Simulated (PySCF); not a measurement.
**CH6O3Si (SMILES C[Si](O)(O)O) at 4 levels**

Wanted: a comparison of 4 runs (HF/3-21G, HF/def2-SVP, B3LYP/6-31G*, PBE0/def2-SVP) of CH6O3Si. 

The results are computed with PySCF 2.14.0.

### 1 The molecule

CH6O3Si: 11 atoms, total charge 0, spin state singlet. SMILES: `C[Si](O)(O)O`. The coordinates come from a PBE0-D4/def2-TZVP relaxation. This is one conformer, not always the lowest.

Bond lengths: C1–Si2 1.847 Å, Si2–O3 1.639 Å, Si2–O4 1.647 Å, Si2–O5 1.637 Å, C1–H6 1.092 Å, C1–H7 1.093 Å, C1–H8 1.092 Å, O3–H9 0.958 Å, O4–H10 0.958 Å, O5–H11 0.959 Å. Some angles: C1–Si2–O3 113.1°, C1–Si2–O4 112.4°, C1–Si2–O5 105.6°, O3–Si2–O4 103.8°, O3–Si2–O5 109.3°, O4–Si2–O5 112.7°, Si2–C1–H6 110.9°, Si2–C1–H7 111.2°, Si2–C1–H8 110.3°, Si2–O3–H9 116.0°.

### 2 Energy and gradient at HF/3-21G (run 1)

Input file job.py:

```python
from pyscf import gto

molecule = gto.M(
    atom='''
C     -0.936100     1.117000     0.221000
Si     0.168300    -0.341900    -0.030300
O      0.248400    -1.319800     1.282100
O      1.735200     0.093400    -0.293300
O     -0.476900    -1.172800    -1.285000
H     -0.560200     1.755600     1.023200
H     -1.011200     1.717500    -0.689000
H     -1.943200     0.789100     0.487300
H      1.067700    -1.290400     1.777900
H      1.922900     0.657400    -1.044000
H     -0.149500    -2.062200    -1.429200
''',
    max_memory=1860,
    verbose=3,
    basis='3-21g',
    charge=0,
    spin=0,
)

myscf = molecule.RHF()
myscf.conv_tol = 1e-10
myscf.kernel()
if not myscf.converged:
    myscf = myscf.newton().run(myscf.mo_coeff, myscf.mo_occ)

e_tot = myscf.e_tot
print('E = %.10f Eh' % e_tot)
grad = myscf.nuc_grad_method().kernel()
myscf.analyze()
```

Launch:

```
OMP_NUM_THREADS=1 python job.py
```

The log of the run:

```text
converged SCF energy = -552.054958644079
[... 14 lines left out ...]
MO #5   energy= -11.1477626615585  occ= 2
[... 7 lines left out ...]
MO #13  energy= -0.954869843318795 occ= 2
[... 7 lines left out ...]
MO #21  energy= -0.52530017485355  occ= 2
[... 7 lines left out ...]
MO #29  energy= 0.288277455814831  occ= 0
[... 7 lines left out ...]
MO #37  energy= 0.612684531854025  occ= 0
[... 7 lines left out ...]
MO #45  energy= 1.31181846282071   occ= 0
[... 7 lines left out ...]
MO #53  energy= 1.94226715696992   occ= 0
[... 7 lines left out ...]
MO #61  energy= 3.47268273453998   occ= 0
[... 12 lines left out ...]
Dipole moment(X, Y, Z, Debye):  1.66717,  0.93108, -0.66767
```

Wall time 2.5 s (1 thread of Intel Xeon at 2.70GHz, shared host); peak memory 0.13 GiB.

### 3 Energy and forces at HF/def2-SVP (run 2)

Input file job.py:

```python
# C[Si](O)(O)O
from pyscf import gto

mol = gto.M(
    atom='''
C     -1.768973     2.110824     0.417629
Si     0.318041    -0.646097    -0.057259
O      0.469408    -2.494061     2.422818
O      3.279053     0.176500    -0.554257
O     -0.901210    -2.216271    -2.428298
H     -1.058625     3.317603     1.933568
H     -1.910891     3.245605    -1.302021
H     -3.672116     1.491183     0.920864
H      2.017661    -2.438503     3.359744
H      3.633754     1.242306    -1.972874
H     -0.282514    -3.896993    -2.700797
''',
    unit='bohr',
    charge=0,
    basis='def2-svp',
    max_memory=1860,
    verbose=4,
)

mf = mol.RHF()
mf.conv_tol = 1e-10
mf.kernel()
if not mf.converged:
    mf = mf.newton().run(mf.mo_coeff, mf.mo_occ)

e_tot = mf.e_tot
print('Final energy', e_tot)
grad = mf.nuc_grad_method().kernel()
mf.analyze()
```

Launch:

```
OMP_NUM_THREADS=1 python job.py
```

The log of the run:

```text
PySCF version 2.14.0

[... 92 lines left out ...]
MO #6   energy= -6.16464624438624  occ= 2
[... 13 lines left out ...]
MO #20  energy= -0.547260057399223 occ= 2
[... 13 lines left out ...]
MO #34  energy= 0.35686571542975   occ= 0
[... 13 lines left out ...]
MO #48  energy= 0.920291040537781  occ= 0
[... 13 lines left out ...]
MO #62  energy= 1.45419371459092   occ= 0
[... 13 lines left out ...]
MO #76  energy= 2.05663045566613   occ= 0
[... 13 lines left out ...]
MO #90  energy= 3.16991039376956   occ= 0
[... 13 lines left out ...]
MO #104 energy= 4.132561236759     occ= 0
[... 118 lines left out ...]
Dipole moment(X, Y, Z, Debye):  1.45502,  0.64237, -0.55860
```

Run time: 14 s. Hardware: 1 thread of Intel Xeon at 2.70GHz, shared host; peak memory 0.23 GiB.

Run 3 isn't shown in full; the table further down has it.

### 4 Energy and forces at PBE0/def2-SVP (run 4)

Input file run.py:

```python
from pyscf import gto, dft

mol = gto.M(
    atom='''
C       -0.936100       1.117000       0.221000
Si       0.168300      -0.341900      -0.030300
O        0.248400      -1.319800       1.282100
O        1.735200       0.093400      -0.293300
O       -0.476900      -1.172800      -1.285000
H       -0.560200       1.755600       1.023200
H       -1.011200       1.717500      -0.689000
H       -1.943200       0.789100       0.487300
H        1.067700      -1.290400       1.777900
H        1.922900       0.657400      -1.044000
H       -0.149500      -2.062200      -1.429200
''',
    max_memory=1860,
    basis='def2-svp',
    verbose=4,
)

myscf = dft.RKS(mol, xc='pbe0')
myscf.grids.level = 5
myscf.conv_tol = 1e-10
myscf.kernel()
if not myscf.converged:
    myscf = myscf.newton().run(myscf.mo_coeff, myscf.mo_occ)

e_tot = myscf.e_tot
print('E = %.10f Eh' % e_tot)
grad = myscf.nuc_grad_method().kernel()
dip = myscf.dip_moment()
pop, q = myscf.mulliken_pop()
```

Launch:

```
OMP_NUM_THREADS=1 python run.py
```

The log of the run:

```text
PySCF version 2.14.0

[... 78 lines left out ...]
converged SCF energy = -556.329583357607
[... 13 lines left out ...]
Dipole moment(X, Y, Z, Debye):  1.36395,  0.55840, -0.51285
[... 116 lines left out ...]
charge of   10H =      0.19450
```

Wall time 47 s (1 thread of Intel Xeon at 2.70GHz, shared host); peak memory 1 GiB.

### 5 All runs side by side

| run | level | Cartesian functions | integration grid | energy (Eh) | dipole moment (D) | HOMO energy (eV) | LUMO energy (eV) | wall time |
| --- | --- | --- | --- | --- | --- | --- | --- | --- |
| 1 | HF/3-21G | no | – | -552.054959 | 2.02 | -12.22 | 5.93 | 2.5 s |
| 2 | HF/def2-SVP | no | – | -554.749122 | 1.69 | -12.39 | 4.28 | 14 s |
| 3 | B3LYP/6-31G* (Cartesian functions) | yes | 5 | -557.023010 | 1.60 | -8.10 | 1.19 | 44 s |
| 4 | PBE0/def2-SVP | no | 5 | -556.329583 | 1.56 | -8.45 | 1.29 | 47 s |

### 6 Results

| quantity | value |
| --- | --- |
| run 4: total energy | -556.32958 Eh |
| run 4: dipole moment | 1.56 D |
| run 4: HOMO energy | -8.45 eV |
| run 4: LUMO energy | 1.29 eV |
| run 4: HOMO–LUMO gap | 9.74 eV |
| run 4: largest force on an atom | 0.595 eV/Å |

What this shows: The dipole moment (its size) runs from 1.56 D (PBE0/def2-SVP) to 2.02 D (HF/3-21G). The two ends differ in method and basis. The HOMO–LUMO gap runs from 9.29 eV (B3LYP/6-31G*) to 18.15 eV (HF/3-21G). Totals of different functionals can't be ranked against each other. All runs together took 1.8 min, the longest 47 s.
